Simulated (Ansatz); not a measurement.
**TaCuN2 (R-3m): equation of state**

The task here is to estimate one member of a computed series from the others.

Program: Ansatz 0.2.0. Level of theory: DFT LDA, scalar-relativistic, plane waves, PAW. These are calculated values, not measurements.

### Starting point

Symmetry: R-3m, No. 166, trigonal system. The conventional cell has a = 3.101 Å, b = 3.101 Å, c = 17.180 Å, α = 90.00°, β = 90.00°, γ = 120.00°. Around Ta (site symmetry -3m) lie 6 N at 2.08 Å. Around Cu (site symmetry -3m) lie 2 N at 1.81 Å. N (site symmetry 3m) is surrounded by 1 Cu at 1.81 Å and 3 Ta at 2.08 Å.

As a file:

```
Ta Cu N
1.0
     1.55045    0.89515    5.72653
    -1.55045    0.89515    5.72653
     0.00000   -1.79030    5.72653
Ta Cu N
1 1 2
Direct
  0.50000 0.50000 0.50000
  0.00000 0.00000 0.00000
  0.10531 0.10531 0.10531
  0.89469 0.89469 0.89469
```

This cell comes from an earlier session at LDA: 11.922 Å³/atom at 0.00 GPa, on a 12×12×12 mesh.

Volume factors to run: 0.980, 1.020, 0.960, 1.040.

The first run:

Input file input.yaml:

```yaml
crystal:
  lattice:
    - [1.540040764, 0.8891429496, 5.6880974608]
    - [-1.540040764, 0.8891429496, 5.6880974608]
    - [0.0, -1.7782858993, 5.6880974608]
  atoms:
    - { symbol: Ta, position: [0.5, 0.5, 0.5] }
    - { symbol: Cu, position: [0.0, 0.0, 0.0] }
    - { symbol: "N", position: [0.1053117348, 0.1053117348, 0.1053117348] }
    - { symbol: "N", position: [0.8946882652, 0.8946882652, 0.8946882652] }
basis:
  ecutwfc: 420
  ecutrho_ratio: 4
kpoints:
  mp_grid: { grid: [12, 12, 12] }
hamiltonian:
  xc: lda
scf:
  occupations: { method: gaussian, width: 0.05 }
output:
  forces: true
  stress: true
  eigenvalues: true
relax:
  f_tol: 0.01
  max_steps: 40
  cell: { stress_tol: 0.1, fix: [volume] }
```

Command:

```
$ ansatz run input.yaml --threads 2 --pin off --max-ram 5120MiB --backend cpu --events-out ev --progress --plain --runs-dir out
```

Steps of the session up to this table: At 0.980 of the relaxed volume; Scaling the volume by 1.020; Volume × 0.960; At 1.040 of the relaxed volume.

One table of the session follows, with a row left open; its other results are not shown here.

| volume (Å³/atom) | energy (meV/atom) | pressure (GPa) | gap (eV) |
| --- | --- | --- | --- |
| 11.445 | 14.65 | 10.17 | 0.21 |
| 11.683 | ? | ? | ? |
| 11.922 | 0.00 | 0.00 | 0.32 |
| 12.160 | 3.30 | -4.38 | 0.36 |
| 12.399 | 12.80 | -8.33 | 0.40 |

Q: Estimate the row for volume (Å³/atom) = 11.683 from the others.

Worked estimate for «energy (meV/atom)». A straight line through the neighbours (11.445, 14.65) and (11.922, 0.00) gives 14.65 + (0.00 − 14.65) × (11.683 − 11.445) / (11.922 − 11.445) = 7.34; a parabola fitted to 3 rows on both sides gives 3.79.

As computed: energy (meV/atom): 3.53; pressure (GPa): 4.84; gap (eV): 0.27. In «energy (meV/atom)» the line misses by +3.81 and the parabola by +0.26.

volume (Å³/atom), energy (meV/atom) and a bar:
```
    11.44       14.6 ##############################
    11.68        3.5 #######
    11.92        0.0 
    12.16        3.3 #######
    12.40       12.8 ##########################
```

Caveats from the session: Spin–orbit coupling is left out, though the cell holds Ta; in elements this heavy it can shift levels and gaps by tenths of an eV.
